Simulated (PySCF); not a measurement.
**[WO3(OH)]−: other functionals and bases at one geometry**

Aim: see how levels, charges and forces of [WO3(OH)]− depend on the level of theory. It is a constructed species; whether it can be made isn't addressed.

The runs use PySCF 2.14.0; several levels, as the steps say, no spin–orbit coupling.

4 further runs of the same task are left out: 2 for a known fault of the program, 1 that didn't finish, 1 set aside as unsound or not needed.

### 1 The starting structure

6 atoms, charge -1, spin multiplicity 1.

Bond lengths: W1–O2 1.770 Å, W1–O3 1.768 Å, W1–O4 1.770 Å, W1–O5 1.967 Å, O5–H6 0.974 Å. Angles: O2–W1–O3 110.3°, O2–W1–O4 108.7°, O2–W1–O5 109.4°, O3–W1–O4 110.3°, O3–W1–O5 108.9°, O4–W1–O5 109.4°, W1–O5–H6 113.9°.

As a file:

```
W     0.0000   -0.0220   -0.0443
O     1.4380    0.0203   -1.0752
O     0.0000    1.3558    1.0643
O    -1.4380    0.0203   -1.0752
O     0.0000   -1.6852    1.0067
H     0.0000   -2.4943    0.4652
```

Formal oxidation states: W +6. An earlier session relaxed this geometry at TPSS, W def2-SVP with ECP60, O def2-SVP, H def2-SVP (singlet, point group Cs).

At TPSS on the finer grid: E = -368.682072 Eh, HOMO -1.19 eV, LUMO 3.68 eV, Mulliken charge on W1 +0.81 e, largest force component 0.013 eV/Å. 

Levels to run: M06-L; BP86; CAM-B3LYP; PBE; TPSS, TZVP; TPSS, x2c-SVP. Hardware: 2 threads of Arm Neoverse V1, shared host.

### 2 M06-L

Contents of run.py (the lines that set the calculation):

```python
mol = gto.M(atom='''
W      0.00000    -0.02204    -0.04426
O      1.43803     0.02026    -1.07522
O      0.00000     1.35578     1.06429
O     -1.43803     0.02026    -1.07522
O      0.00000    -1.68521     1.00674
H      0.00000    -2.49428     0.46517''',
    basis={'W': 'def2-SVP', 'O': 'def2-SVP', 'H': 'def2-SVP'},
    ecp={'W': 'def2-SVP'},
    charge=-1, spin=0)
mf = dft.RKS(mol, xc='M06L')
mf.grids.atom_grid = (75, 302)
mf = mf.density_fit()  # fitting sets: W def2-universal-JKFIT, O def2-universal-JKFIT, H def2-universal-JKFIT
mf.conv_tol = 1e-08; mf.max_cycle = 55
mf.kernel(dm0)  # dm0: the density of the relaxed state
```

Launch:

```
OMP_NUM_THREADS=2 python run.py
```

Output:

```text
init E= -368.621884662903
  HOMO = -0.0560544445524865  LUMO = 0.142316090989927  gap/eV = 5.39794
cycle= 1 E= -368.625673338451  delta_E= -0.00379  |g|= 0.0945  |ddm|= 0.344
  HOMO = -0.043677404753373  LUMO = 0.133422997923421  gap/eV = 4.81915
cycle= 2 E= -368.602682876053  delta_E= 0.023  |g|= 0.351  |ddm|= 0.316
  HOMO = -0.0514235614677459  LUMO = 0.14273071720715  gap/eV = 5.28321
cycle= 3 E= -368.627445277752  delta_E= -0.0248  |g|= 0.0214  |ddm|= 0.244
  HOMO = -0.0507606590413349  LUMO = 0.142924411116189  gap/eV = 5.27044
cycle= 4 E= -368.627538702095  delta_E= -9.34e-05  |g|= 0.00374  |ddm|= 0.0182
  HOMO = -0.0509006869623011  LUMO = 0.142892783633774  gap/eV = 5.27339
cycle= 5 E= -368.627541660912  delta_E= -2.96e-06  |g|= 0.000932  |ddm|= 0.00387
  HOMO = -0.0507857599864516  LUMO = 0.143018985770955  gap/eV = 5.27370
cycle= 6 E= -368.627541787209  delta_E= -1.26e-07  |g|= 0.00045  |ddm|= 0.00115
  HOMO = -0.0507968692658515  LUMO = 0.143004659265186  gap/eV = 5.27361
cycle= 7 E= -368.62754177871  delta_E= 8.5e-09  |g|= 0.000509  |ddm|= 0.00062
  HOMO = -0.0507966214831867  LUMO = 0.142997030870084  gap/eV = 5.27339
cycle= 8 E= -368.62754183375  delta_E= -5.5e-08  |g|= 5.92e-05  |ddm|= 0.00039
  HOMO = -0.0507884448996926  LUMO = 0.143003895484205  gap/eV = 5.27336
cycle= 9 E= -368.62754183449  delta_E= -7.4e-10  |g|= 8.58e-06  |ddm|= 6.76e-05
  HOMO = -0.0507895342824445  LUMO = 0.143002224117863  gap/eV = 5.27334
Extra cycle  E= -368.627541834456  delta_E= 3.43e-11  |g|= 1.72e-05  |ddm|= 2.06e-05
converged SCF energy = -368.627541834456
```

Wall time 6.2 s (2 threads of Arm Neoverse V1, shared host).

Read off: E = -368.627542 Eh, HOMO -1.38 eV, LUMO 3.89 eV, Mulliken charge on W1 +1.10 e, largest force component 0.507 eV/Å. 

### 3 BP86

run.py (the lines that set the calculation): that of step 2 with these lines changed.

```diff
@@ -10,3 +10,3 @@
     charge=-1, spin=0)
-mf = dft.RKS(mol, xc='M06L')
+mf = dft.RKS(mol, xc='B88,P86')
 mf.grids.atom_grid = (75, 302)
```

Launch:

```
OMP_NUM_THREADS=2 python run.py
```

Output:

```text
init E= -368.769323677398
  HOMO = -0.0413574230073149  LUMO = 0.128798282136435  gap/eV = 4.63017
cycle= 1 E= -368.766499398332  delta_E= 0.00282  |g|= 0.136  |ddm|= 0.188
  HOMO = -0.054759347522993  LUMO = 0.136848158719253  gap/eV = 5.21391
cycle= 2 E= -368.716776486044  delta_E= 0.0497  |g|= 0.509  |ddm|= 0.448
  HOMO = -0.0421682583017486  LUMO = 0.130848331222906  gap/eV = 4.70802
cycle= 3 E= -368.770061938671  delta_E= -0.0533  |g|= 0.0294  |ddm|= 0.358
  HOMO = -0.0436436440791379  LUMO = 0.130835476474069  gap/eV = 4.74782
cycle= 4 E= -368.770235438102  delta_E= -0.000173  |g|= 0.00549  |ddm|= 0.024
  HOMO = -0.0440353082219597  LUMO = 0.130507626662104  gap/eV = 4.74956
cycle= 5 E= -368.770239472428  delta_E= -4.03e-06  |g|= 0.00266  |ddm|= 0.00489
  HOMO = -0.0438984538959877  LUMO = 0.130637664092021  gap/eV = 4.74937
cycle= 6 E= -368.770240861608  delta_E= -1.39e-06  |g|= 0.00101  |ddm|= 0.00227
  HOMO = -0.0438986492129395  LUMO = 0.130644883541288  gap/eV = 4.74957
cycle= 7 E= -368.770241055409  delta_E= -1.94e-07  |g|= 0.000325  |ddm|= 0.000826
  HOMO = -0.0439038675418382  LUMO = 0.130650509446416  gap/eV = 4.74987
cycle= 8 E= -368.770241077099  delta_E= -2.17e-08  |g|= 2.84e-05  |ddm|= 0.000223
  HOMO = -0.0439040037395312  LUMO = 0.130650277172903  gap/eV = 4.74986
cycle= 9 E= -368.770241077256  delta_E= -1.57e-10  |g|= 7.58e-06  |ddm|= 1.86e-05
  HOMO = -0.0439049824013306  LUMO = 0.130650783713789  gap/eV = 4.74990
Extra cycle  E= -368.770241077095  delta_E= 1.61e-10  |g|= 2.9e-05  |ddm|= 2.5e-05
converged SCF energy = -368.770241077095
```

Run time: 4.4 s. Hardware: 2 threads of Arm Neoverse V1, shared host.

Read off: E = -368.770241 Eh, HOMO -1.19 eV, LUMO 3.56 eV, Mulliken charge on W1 +0.68 e, largest force component 0.092 eV/Å. 

### 4 CAM-B3LYP

run.py (the lines that set the calculation): that of step 3 with these lines changed.

```diff
@@ -10,3 +10,3 @@
     charge=-1, spin=0)
-mf = dft.RKS(mol, xc='B88,P86')
+mf = dft.RKS(mol, xc='CAMB3LYP')
 mf.grids.atom_grid = (75, 302)
```

Launch:

```
OMP_NUM_THREADS=2 python run.py
```

Output:

```text
init E= -368.460728737447
  HOMO = -0.150120602296879  LUMO = 0.185959054129601  gap/eV = 9.14519
cycle= 1 E= -368.461753849766  delta_E= -0.00103  |g|= 0.166  |ddm|= 0.235
  HOMO = -0.141582598043199  LUMO = 0.177238977924993  gap/eV = 8.67558
cycle= 2 E= -368.441450721874  delta_E= 0.0203  |g|= 0.365  |ddm|= 0.392
  HOMO = -0.153739661442728  LUMO = 0.182734326772728  gap/eV = 9.15592
cycle= 3 E= -368.467039467203  delta_E= -0.0256  |g|= 0.0218  |ddm|= 0.26
  HOMO = -0.151177771097381  LUMO = 0.182578560856122  gap/eV = 9.08197
cycle= 4 E= -368.467122399608  delta_E= -8.29e-05  |g|= 0.00756  |ddm|= 0.0187
  HOMO = -0.151068889530859  LUMO = 0.182856912140984  gap/eV = 9.08658
cycle= 5 E= -368.467132555304  delta_E= -1.02e-05  |g|= 0.00237  |ddm|= 0.00598
  HOMO = -0.151359764242233  LUMO = 0.18274916282671  gap/eV = 9.09157
cycle= 6 E= -368.467133977994  delta_E= -1.42e-06  |g|= 0.000231  |ddm|= 0.00291
  HOMO = -0.15136852888525  LUMO = 0.182748079446043  gap/eV = 9.09178
cycle= 7 E= -368.467134025546  delta_E= -4.76e-08  |g|= 0.000106  |ddm|= 0.000587
  HOMO = -0.15137601636674  LUMO = 0.182749854894087  gap/eV = 9.09203
cycle= 8 E= -368.467134028743  delta_E= -3.2e-09  |g|= 0.000127  |ddm|= 0.000218
  HOMO = -0.151377472592211  LUMO = 0.18275095050506  gap/eV = 9.09210
cycle= 9 E= -368.467134032327  delta_E= -3.58e-09  |g|= 1.92e-05  |ddm|= 0.000107
  HOMO = -0.15137833020583  LUMO = 0.182750524523676  gap/eV = 9.09211
Extra cycle  E= -368.467134032281  delta_E= 4.59e-11  |g|= 3.15e-05  |ddm|= 4.21e-05
converged SCF energy = -368.467134032281
```

Wall time 5 s (2 threads of Arm Neoverse V1, shared host).

Read off: E = -368.467134 Eh, HOMO -4.12 eV, LUMO 4.97 eV, Mulliken charge on W1 +0.87 e, largest force component 1.055 eV/Å. 

### 5 PBE

run.py (the lines that set the calculation): that of step 4 with these lines changed.

```diff
@@ -10,3 +10,3 @@
     charge=-1, spin=0)
-mf = dft.RKS(mol, xc='CAMB3LYP')
+mf = dft.RKS(mol, xc='PBE')
 mf.grids.atom_grid = (75, 302)
```

Launch:

```
OMP_NUM_THREADS=2 python run.py
```

Output:

```text
init E= -368.383185788961
  HOMO = -0.0365563601176959  LUMO = 0.128371015251269  gap/eV = 4.48790
cycle= 1 E= -368.380090180612  delta_E= 0.0031  |g|= 0.145  |ddm|= 0.19
  HOMO = -0.0519396653971223  LUMO = 0.133881567263849  gap/eV = 5.05645
cycle= 2 E= -368.324052590151  delta_E= 0.056  |g|= 0.541  |ddm|= 0.477
  HOMO = -0.038226960372503  LUMO = 0.128615421803523  gap/eV = 4.54001
cycle= 3 E= -368.384140413066  delta_E= -0.0601  |g|= 0.0309  |ddm|= 0.38
  HOMO = -0.0396500648325751  LUMO = 0.128978464640731  gap/eV = 4.58862
cycle= 4 E= -368.384332046953  delta_E= -0.000192  |g|= 0.00532  |ddm|= 0.025
  HOMO = -0.0400198245504319  LUMO = 0.128733989973612  gap/eV = 4.59203
cycle= 5 E= -368.384335730831  delta_E= -3.68e-06  |g|= 0.00266  |ddm|= 0.00486
  HOMO = -0.0398511105391436  LUMO = 0.128828240796811  gap/eV = 4.59000
cycle= 6 E= -368.384337197654  delta_E= -1.47e-06  |g|= 0.000916  |ddm|= 0.00236
  HOMO = -0.0398520082317507  LUMO = 0.128832908018242  gap/eV = 4.59015
cycle= 7 E= -368.384337344156  delta_E= -1.47e-07  |g|= 0.000378  |ddm|= 0.000778
  HOMO = -0.0398588541260352  LUMO = 0.128839913258733  gap/eV = 4.59053
cycle= 8 E= -368.384337373526  delta_E= -2.94e-08  |g|= 3.84e-05  |ddm|= 0.000258
  HOMO = -0.0398592136592453  LUMO = 0.12883935379002  gap/eV = 4.59052
cycle= 9 E= -368.384337373811  delta_E= -2.85e-10  |g|= 9.39e-06  |ddm|= 2.37e-05
  HOMO = -0.0398603760853291  LUMO = 0.128839962272387  gap/eV = 4.59057
Extra cycle  E= -368.384337373562  delta_E= 2.49e-10  |g|= 3.63e-05  |ddm|= 3.14e-05
converged SCF energy = -368.384337373562
```

Wall time 4.5 s (2 threads of Arm Neoverse V1, shared host).

Result: E = -368.384337 Eh, HOMO -1.08 eV, LUMO 3.51 eV, Mulliken charge on W1 +0.66 e, largest force component 0.045 eV/Å. 

### 6 TPSS, TZVP

Basis: W def2-TZVP with ECP60, O def2-TZVP, H def2-TZVP. 

Contents of run.py (the lines that set the calculation):

```python
mol = gto.M(atom='''
W      0.00000    -0.02204    -0.04426
O      1.43803     0.02026    -1.07522
O      0.00000     1.35578     1.06429
O     -1.43803     0.02026    -1.07522
O      0.00000    -1.68521     1.00674
H      0.00000    -2.49428     0.46517''',
    basis={'W': 'def2-TZVP', 'O': 'def2-TZVP', 'H': 'def2-TZVP'},
    ecp={'W': 'def2-TZVP'},
    charge=-1, spin=0)
mf = dft.RKS(mol, xc='TPSS')
mf.grids.atom_grid = (75, 302)
mf = mf.density_fit()  # fitting sets: W def2-universal-JKFIT, O def2-universal-JKFIT, H def2-universal-JKFIT
mf.conv_tol = 1e-08; mf.max_cycle = 55
mf.kernel(dm0)  # dm0: free metal ions and neutral atoms
```

Launch:

```
OMP_NUM_THREADS=2 python run.py
```

Output:

```text
init E= -382.26542056466
  HOMO = 0.0720951227235714  LUMO = 0.169529185622093  gap/eV = 2.65132
cycle= 1 E= -367.73812323345  delta_E= 14.5  |g|= 3.01  |ddm|= 2.97
  HOMO = -0.338517019563996  LUMO = 0.0046285596506408  gap/eV = 9.33747
cycle= 2 E= -363.999832135673  delta_E= 3.74  |g|= 5.36  |ddm|= 3.49
  HOMO = -0.0288144260270996  LUMO = 0.0771614802747003  gap/eV = 2.88375
cycle= 3 E= -368.739350514449  delta_E= -4.74  |g|= 1.32  |ddm|=  2.8
  HOMO = -0.0496580648328262  LUMO = 0.141056552987817  gap/eV = 5.18961
cycle= 4 E= -368.911916129879  delta_E= -0.173  |g|= 0.916  |ddm|= 1.13
  HOMO = -0.0479707099417711  LUMO = 0.130737747657515  gap/eV = 4.86290
cycle= 5 E= -369.072200317219  delta_E= -0.16  |g|= 0.163  |ddm|= 0.513
  HOMO = -0.0560681544392566  LUMO = 0.121248896027744  gap/eV = 4.82504
cycle= 6 E= -369.075363385536  delta_E= -0.00316  |g|= 0.0896  |ddm|= 0.143
  HOMO = -0.0522185420593675  LUMO = 0.124424119071915  gap/eV = 4.80669
cycle= 7 E= -369.07615430237  delta_E= -0.000791  |g|= 0.068  |ddm|= 0.0736
  HOMO = -0.0514862987698171  LUMO = 0.125214704469228  gap/eV = 4.80828
cycle= 8 E= -369.077034313587  delta_E= -0.00088  |g|= 0.0155  |ddm|= 0.0396
  HOMO = -0.052579757956622  LUMO = 0.125120158733182  gap/eV = 4.83546
cycle= 9 E= -369.077086649006  delta_E= -5.23e-05  |g|= 0.00232  |ddm|= 0.0107
  HOMO = -0.0526279631673002  LUMO = 0.125189809487312  gap/eV = 4.83867
cycle= 10 E= -369.077087731153  delta_E= -1.08e-06  |g|= 0.000365  |ddm|= 0.00149
  HOMO = -0.0526457142675914  LUMO = 0.125191599001654  gap/eV = 4.83920
cycle= 11 E= -369.077087755871  delta_E= -2.47e-08  |g|= 5.17e-05  |ddm|= 0.000256
  HOMO = -0.0526420395660712  LUMO = 0.125190367019368  gap/eV = 4.83907
cycle= 12 E= -369.077087756468  delta_E= -5.97e-10  |g|= 1.2e-05  |ddm|= 3.89e-05
  HOMO = -0.0526424142471325  LUMO = 0.125190542702979  gap/eV = 4.83908
Extra cycle  E= -369.077087756367  delta_E= 1e-10  |g|= 2.57e-05  |ddm|= 1.96e-05
converged SCF energy = -369.077087756367
```

Wall time 21 s (2 threads of Arm Neoverse V1, shared host).

Read off: E = -369.077088 Eh, HOMO -1.43 eV, LUMO 3.41 eV, Mulliken charge on W1 +1.31 e, largest force component 0.228 eV/Å. 

### 7 TPSS, x2c-SVP

Basis: W x2c-SVPall, O x2c-SVPall, H x2c-SVPall. All electrons are treated, with the spin-free X2C Hamiltonian.

Contents of run.py (the lines that set the calculation):

```python
mol = gto.M(atom='''
W      0.00000    -0.02204    -0.04426
O      1.43803     0.02026    -1.07522
O      0.00000     1.35578     1.06429
O     -1.43803     0.02026    -1.07522
O      0.00000    -1.68521     1.00674
H      0.00000    -2.49428     0.46517''',
    basis={'W': 'x2c-SVPall', 'O': 'x2c-SVPall', 'H': 'x2c-SVPall'},
    nucmod='G',
    charge=-1, spin=0)
mf = dft.RKS(mol, xc='TPSS')
mf.grids.atom_grid = (99, 590)
mf = mf.density_fit()  # fitting sets: W AutoAux, O AutoAux, H AutoAux
mf = mf.sfx2c1e()
mf.conv_tol = 1e-08; mf.max_cycle = 55
mf.kernel(dm0)  # dm0: free metal ions and neutral atoms
```

Launch:

```
OMP_NUM_THREADS=2 python run.py
```

Output:

```text
init E= -16458.1746410473
  HOMO = 0.0869021769749363  LUMO = 0.172147390143792  gap/eV = 2.31964
cycle= 1 E= -16442.8348132151  delta_E= 15.3  |g|= 2.69  |ddm|= 4.55
  HOMO = -0.338725413044996  LUMO = 0.0145868902219544  gap/eV = 9.61412
cycle= 2 E= -16439.2042204741  delta_E= 3.63  |g|= 4.76  |ddm|= 5.14
  HOMO = -0.0244187205101341  LUMO = 0.0859796289984924  gap/eV = 3.00409
cycle= 3 E= -16443.8502503652  delta_E= -4.65  |g|= 1.37  |ddm|= 3.82
  HOMO = -0.0551641548076002  LUMO = 0.133097787630109  gap/eV = 5.12287
cycle= 4 E= -16444.1612457821  delta_E= -0.311  |g|= 0.466  |ddm|= 1.15
  HOMO = -0.0435814074098584  LUMO = 0.127347886420973  gap/eV = 4.65122
cycle= 5 E= -16444.1986470958  delta_E= -0.0374  |g|= 0.181  |ddm|= 0.413
  HOMO = -0.0500874040048433  LUMO = 0.120895289109484  gap/eV = 4.65268
cycle= 6 E= -16444.2005359623  delta_E= -0.00189  |g|= 0.139  |ddm|= 0.167
  HOMO = -0.0511454712382857  LUMO = 0.123017154846489  gap/eV = 4.73921
cycle= 7 E= -16444.2043673365  delta_E= -0.00383  |g|= 0.0361  |ddm|= 0.105
  HOMO = -0.04927138125041  LUMO = 0.125433474099451  gap/eV = 4.75396
cycle= 8 E= -16444.2046197023  delta_E= -0.000252  |g|= 0.00789  |ddm|= 0.0312
  HOMO = -0.0501790114519878  LUMO = 0.124501392429582  gap/eV = 4.75330
cycle= 9 E= -16444.2046333267  delta_E= -1.36e-05  |g|= 0.00269  |ddm|= 0.00789
  HOMO = -0.0501890232568076  LUMO = 0.124565920745785  gap/eV = 4.75532
cycle= 10 E= -16444.2046345711  delta_E= -1.24e-06  |g|= 0.000736  |ddm|= 0.00142
  HOMO = -0.0502133798536786  LUMO = 0.124577416859926  gap/eV = 4.75630
cycle= 11 E= -16444.2046346768  delta_E= -1.06e-07  |g|= 9.2e-05  |ddm|= 0.000506
  HOMO = -0.0502098316646542  LUMO = 0.124581478038623  gap/eV = 4.75631
cycle= 12 E= -16444.2046346788  delta_E= -1.92e-09  |g|= 9.82e-06  |ddm|= 7.94e-05
  HOMO = -0.0502098559320654  LUMO = 0.12458231341901  gap/eV = 4.75634
Extra cycle  E= -16444.2046346787  delta_E= 1.02e-10  |g|= 2.41e-05  |ddm|= 2.41e-05
converged SCF energy = -16444.2046346787
```

Run time: 38 s. Hardware: 2 threads of Arm Neoverse V1, shared host.

It gives: E = -16444.204635 Eh, HOMO -1.37 eV, LUMO 3.39 eV, Mulliken charge on W1 +0.66 e, largest force component 0.821 eV/Å. 

### 8 All levels side by side

| level | state | HOMO (eV) | gap (eV) | charge on W1 (e) | dipole (D) | largest force (eV/Å) | basis functions | time |
| --- | --- | --- | --- | --- | --- | --- | --- | --- |
| TPSS (relaxed here) | singlet | -1.19 | 4.88 | 0.81 | 3.24 | 0.01 | 93 | 20 s |
| M06-L | singlet | -1.38 | 5.27 | 1.10 | 3.26 | 0.51 | 93 | 6.2 s |
| BP86 | singlet | -1.19 | 4.75 | 0.68 | 3.21 | 0.09 | 93 | 4.4 s |
| CAM-B3LYP | singlet | -4.12 | 9.09 | 0.87 | 3.37 | 1.05 | 93 | 5 s |
| PBE | singlet | -1.08 | 4.59 | 0.66 | 3.20 | 0.04 | 93 | 4.5 s |
| TPSS, TZVP | singlet | -1.43 | 4.84 | 1.31 | 3.20 | 0.23 | 170 | 21 s |
| TPSS, x2c-SVP | singlet | -1.37 | 4.76 | 0.66 | 3.12 | 0.82 | 127 | 38 s |

Times are on 2 threads of Arm Neoverse V1, shared host; the first row also made further properties. The dipole of a charged species depends on the origin, so these sizes hold for this origin alone.

In one basis the HOMO–LUMO gap runs from 4.59 eV (PBE) to 9.09 eV (CAM-B3LYP). The largest leftover force, 1.05 eV/Å with CAM-B3LYP, stands at a geometry relaxed at another level. The Mulliken charge on W spans +0.66 to +1.31 e over the levels. Total energies of different levels can't be compared. Spin–orbit coupling is left out throughout.
